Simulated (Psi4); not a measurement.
**UMP2/aug-cc-pVDZ (Cholesky decomposition, density fitting for correlation, cholesky tolerance 1e-05, sweep point 7) run of CH4AlO2 (SMILES C[O][Al][OH])**

What is the vertical ionisation energy of CH4AlO2 at UMP2/aug-cc-pVDZ (Cholesky decomposition, density fitting for correlation, cholesky tolerance 1e-05, sweep point 7)? 

Program for the calculation: Psi4 1.11.

2 further runs of the same task are left out: 2 set aside as unsound or not needed. Runs told in other sessions of the task aren't counted.

### Step 1. Starting point

The species is CH4AlO2 (8 atoms), meant as a doublet with charge 0. SMILES: `C[O][Al][OH]`. The shape is that of a PBE0-D4/def2-TZVP optimisation. This is one conformer, not always the lowest.

Bond lengths: C1–O2 1.394 Å, O2–Al3 1.683 Å, Al3–O4 1.701 Å, C1–H5 1.097 Å, C1–H6 1.095 Å, C1–H7 1.095 Å, O4–H8 0.956 Å. Angles: C1–O2–Al3 139.7°, O2–Al3–O4 116.5°, O2–C1–H5 112.7°, O2–C1–H6 110.1°, O2–C1–H7 110.0°, Al3–O4–H8 121.5°, H5–C1–H6 108.0°, H5–C1–H7 108.0°, H6–C1–H7 107.9°.

### Step 2. A single-point energy at UMP2/aug-cc-pVDZ (Cholesky decomposition, density fitting for correlation, cholesky tolerance 1e-05, sweep point 7)

ch4alo2.py reads:

```python
import psi4

psi4.set_memory('1600 MB')
psi4.set_num_threads(1)
psi4.core.set_output_file('psi4.out', False)

geom = psi4.geometry("""
0 2
C      0.292700     1.365900    -0.669900
O     -0.035800     0.282500     0.144300
Al    -0.062600    -1.399600     0.093000
O     -0.601900    -2.191900     1.497900
H      0.661200     1.058300    -1.655900
H     -0.585400     2.002400    -0.820800
H      1.070000     1.971500    -0.192500
H     -0.646300    -3.146000     1.548200
symmetry c1
""")

options = {'basis': 'aug-cc-pVDZ', 'reference': 'uhf', 'puream': True, 'scf_type': 'cd', 'num_frozen_docc': 8, 'cholesky_tolerance': 1e-05, 'maxiter': 100}
psi4.set_options(options)

result, w = psi4.energy("mp2", return_wfn=True)
print('E =', round(result, 9))
for k, v in sorted(psi4.core.scalar_variables().items()):
    print(f'{k:45s} {v:18.10f}')
```

Command:

```sh
$ python ch4alo2.py
```

psi4.out:

```text
[...]
  Running in c1 symmetry.
[...]
  Nuclear repulsion =  149.181418560019097
[...]
  Multiplicity = 2
[...]
  Nalpha       = 20
  Nbeta        = 19
[...]
    Number of basis functions: 132
[...]
   @UHF iter   1:  -431.68368517888490   -1.07709e+00   5.53338e-03 DIIS/ADIIS
[...]
   @UHF iter  14:  -431.93298877332279   -1.55751e-11   5.14532e-09 DIIS
[...]
   @S^2 Observed:                7.528385120E-01
[...]
    Orbital Energies [Eh]
    ---------------------
    Alpha Occupied:
       1A    -58.502526     2A    -20.549601     3A    -20.541591
       4A    -11.278613     5A     -4.915504     6A     -3.230827
       7A     -3.227836     8A     -3.226180     9A     -1.331950
      10A     -1.311209    11A     -0.916072    12A     -0.687956
      13A     -0.645686    14A     -0.614512    15A     -0.605417
      16A     -0.544255    17A     -0.497595    18A     -0.461772
      19A     -0.439108    20A     -0.318316
    Alpha Virtual:
      21A      0.027378    22A      0.028242    23A      0.037042
      24A      0.042650    25A      0.069944    26A      0.070874
[...]
  @UHF Final Energy:  -431.93298877332279
   => Energetics <=
    Nuclear Repulsion Energy =            149.1814185600190967
    One-Electron Energy =                -894.9774376743034736
    Two-Electron Energy =                 313.8630303409615863
    Total Energy =                       -431.9329887733227906
  UHF NO Occupations:
  HONO-2 :   18  A 1.9996622
  HONO-1 :   19  A 1.9992351
  HONO-0 :   20  A 1.0000000
  LUNO+0 :   21  A 0.0007649
  LUNO+1 :   22  A 0.0003378
[...]
 Multipole Moments:
 ------------------------------------------------------------------------------------
     Multipole            Electronic (a.u.)      Nuclear  (a.u.)        Total (a.u.)
 ------------------------------------------------------------------------------------
 L = 1.  Multiply by 2.5417464519 to convert [e a0] to [Debye]
 Dipole X            :         -0.5679954            0.8205467            0.2525513
 Dipole Y            :         -5.3114704            4.9455392           -0.3659312
 Dipole Z            :          1.1558003           -1.8696356           -0.7138353
 Magnitude           :                                                    0.8409807
[...]
```

The script printed:

```text
E = -432.53142867
CURRENT CORRELATION ENERGY                         -0.5984398968
CURRENT ENERGY                                   -432.5314286701
CURRENT REFERENCE ENERGY                         -431.9329887733
CUSTOM SCS-MP2 CORRELATION ENERGY                  -0.5850978791
CUSTOM SCS-MP2 TOTAL ENERGY                      -432.5180866524
DD SOLVATION ENERGY                                 0.0000000000
HF KINETIC ENERGY                                 431.7123411367
HF POTENTIAL ENERGY                              -863.6453299101
HF TOTAL ENERGY                                  -431.9329887733
HF VIRIAL RATIO                                     2.0005110987
MP2 CORRELATION ENERGY                             -0.5984398968
MP2 DOUBLES ENERGY                                 -0.5984398968
MP2 OPPOSITE-SPIN CORRELATION ENERGY               -0.4449437463
MP2 SAME-SPIN CORRELATION ENERGY                   -0.1534961505
MP2 SINGLES ENERGY                                 -0.0000000000
MP2 TOTAL ENERGY                                 -432.5314286701
NUCLEAR REPULSION ENERGY                          149.1814185600
ONE-ELECTRON ENERGY                              -894.9774376743
PCM POLARIZATION ENERGY                             0.0000000000
PE ENERGY                                           0.0000000000
SCF ITERATION ENERGY                             -431.9329887733
SCF ITERATIONS                                     14.0000000000
SCF TOTAL ENERGY                                 -431.9329887733
SCS-MP2 CORRELATION ENERGY                         -0.5850978791
SCS-MP2 TOTAL ENERGY                             -432.5180866524
TWO-ELECTRON ENERGY                               313.8630303410
```

It took 31 s on 1 thread of Intel Xeon Platinum 8375C at 2.90GHz (Ice Lake), shared host; peak memory 0.41 GiB.

### Step 3. The singlet cation

calc.py reads:

```python
import psi4

psi4.set_memory(1600000000)
psi4.set_num_threads(1)
psi4.set_output_file('ch4alo2.out', False)

m = psi4.geometry("""
1 1
C      0.292700     1.365900    -0.669900
O     -0.035800     0.282500     0.144300
Al    -0.062600    -1.399600     0.093000
O     -0.601900    -2.191900     1.497900
H      0.661200     1.058300    -1.655900
H     -0.585400     2.002400    -0.820800
H      1.070000     1.971500    -0.192500
H     -0.646300    -3.146000     1.548200
symmetry c1
""")

psi4.set_options(dict(reference='rhf', puream=True, scf_type='cd', num_frozen_docc=8, cholesky_tolerance=1e-05))

result, w = psi4.energy("mp2/aug-cc-pVDZ", return_wfn=True)
print(f'total energy {result:.8f} hartree = {result * 27.211386:.5f} eV')
for k, v in sorted(psi4.core.scalar_variables().items()):
    print(f'{k:45s} {v:18.10f}')
```

Command:

```sh
$ python calc.py
```

ch4alo2.out:

```text
[...]
  Running in c1 symmetry.
[...]
  Nuclear repulsion =  149.181418560019097
[...]
  Multiplicity = 1
[...]
  Nalpha       = 19
  Nbeta        = 19
[...]
    Number of basis functions: 132
[...]
   @RHF iter   1:  -431.40735172935217   -8.00761e-01   5.26350e-03 ADIIS/DIIS
[...]
   @RHF iter  13:  -431.63796650167751   -2.21689e-11   5.19401e-09 DIIS
[...]
    Orbital Energies [Eh]
    ---------------------
    Doubly Occupied:
       1A    -58.819738     2A    -20.789458     3A    -20.776084
       4A    -11.445359     5A     -5.223222     6A     -3.538532
       7A     -3.538353     8A     -3.535740     9A     -1.545240
      10A     -1.532590    11A     -1.095429    12A     -0.906887
      13A     -0.839369    14A     -0.802638    15A     -0.796363
      16A     -0.744637    17A     -0.724518    18A     -0.643856
      19A     -0.636039
[...]
  @RHF Final Energy:  -431.63796650167751
   => Energetics <=
    Nuclear Repulsion Energy =            149.1814185600190967
    One-Electron Energy =                -885.7706653697827051
    Two-Electron Energy =                 304.9512803080860976
    Total Energy =                       -431.6379665016775107
[...]
 Multipole Moments:
 ------------------------------------------------------------------------------------
     Multipole            Electronic (a.u.)      Nuclear  (a.u.)        Total (a.u.)
 ------------------------------------------------------------------------------------
 L = 1.  Multiply by 2.5417464519 to convert [e a0] to [Debye]
 Dipole X            :         -0.2069103            0.8205467            0.6136364
 Dipole Y            :         -6.8088757            4.9455392           -1.8633365
 Dipole Z            :          0.0677325           -1.8696356           -1.8019030
 Magnitude           :                                                    2.6637243
[...]
```

On the terminal:

```text
total energy -432.24358248 hartree = -11761.94697 eV
CURRENT CORRELATION ENERGY                         -0.6056159791
CURRENT ENERGY                                   -432.2435824808
CURRENT REFERENCE ENERGY                         -431.6379665017
CUSTOM SCS-MP2 CORRELATION ENERGY                  -0.5931920050
CUSTOM SCS-MP2 TOTAL ENERGY                      -432.2311585067
DD SOLVATION ENERGY                                 0.0000000000
HF KINETIC ENERGY                                 431.2204438425
HF POTENTIAL ENERGY                              -862.8584103441
HF TOTAL ENERGY                                  -431.6379665017
HF VIRIAL RATIO                                     2.0009682348
MP2 CORRELATION ENERGY                             -0.6056159791
MP2 DOUBLES ENERGY                                 -0.6056159791
MP2 OPPOSITE-SPIN CORRELATION ENERGY               -0.4515230908
MP2 SAME-SPIN CORRELATION ENERGY                   -0.1540928883
MP2 SINGLES ENERGY                                 -0.0000000000
MP2 TOTAL ENERGY                                 -432.2435824808
NUCLEAR REPULSION ENERGY                          149.1814185600
ONE-ELECTRON ENERGY                              -885.7706653698
PCM POLARIZATION ENERGY                             0.0000000000
PE ENERGY                                           0.0000000000
SCF ITERATION ENERGY                             -431.6379665017
SCF ITERATIONS                                     13.0000000000
SCF TOTAL ENERGY                                 -431.6379665017
SCS-MP2 CORRELATION ENERGY                         -0.5931920050
SCS-MP2 TOTAL ENERGY                             -432.2311585067
TWO-ELECTRON ENERGY                               304.9512803081
```

Wall time 25 s (1 thread of Intel Xeon Platinum 8375C at 2.90GHz (Ice Lake), shared host); peak memory 0.41 GiB.

### Step 4. Outcome

At UMP2/aug-cc-pVDZ (Cholesky decomposition, density fitting for correlation, cholesky tolerance 1e-05, sweep point 7), 8 core orbitals frozen:

```
                                                                   quantity          value
                                              doublet CH4AlO2: total energy  -432.53143 Eh
doublet CH4AlO2: HOMO energy (Hartree–Fock orbitals) (highest over α and β)       -8.66 eV
 doublet CH4AlO2: LUMO energy (Hartree–Fock orbitals) (lowest over α and β)        0.29 eV
               doublet CH4AlO2: correlation energy (8 core orbitals frozen)     -598.4 mEh
                         doublet CH4AlO2: ⟨S²⟩ of the reference determinant          0.753
                                               singlet cation: total energy  -432.24358 Eh
                        singlet cation: HOMO energy (Hartree–Fock orbitals)      -17.31 eV
                        singlet cation: LUMO energy (Hartree–Fock orbitals)       -7.35 eV
                      singlet cation: HOMO–LUMO gap (Hartree–Fock orbitals)        9.95 eV
                singlet cation: correlation energy (8 core orbitals frozen)     -605.6 mEh
                         vertical ionisation energy (to the singlet cation)       7.833 eV
```

What this shows: The vertical ionisation energy comes to 7.83 eV (756 kJ/mol).
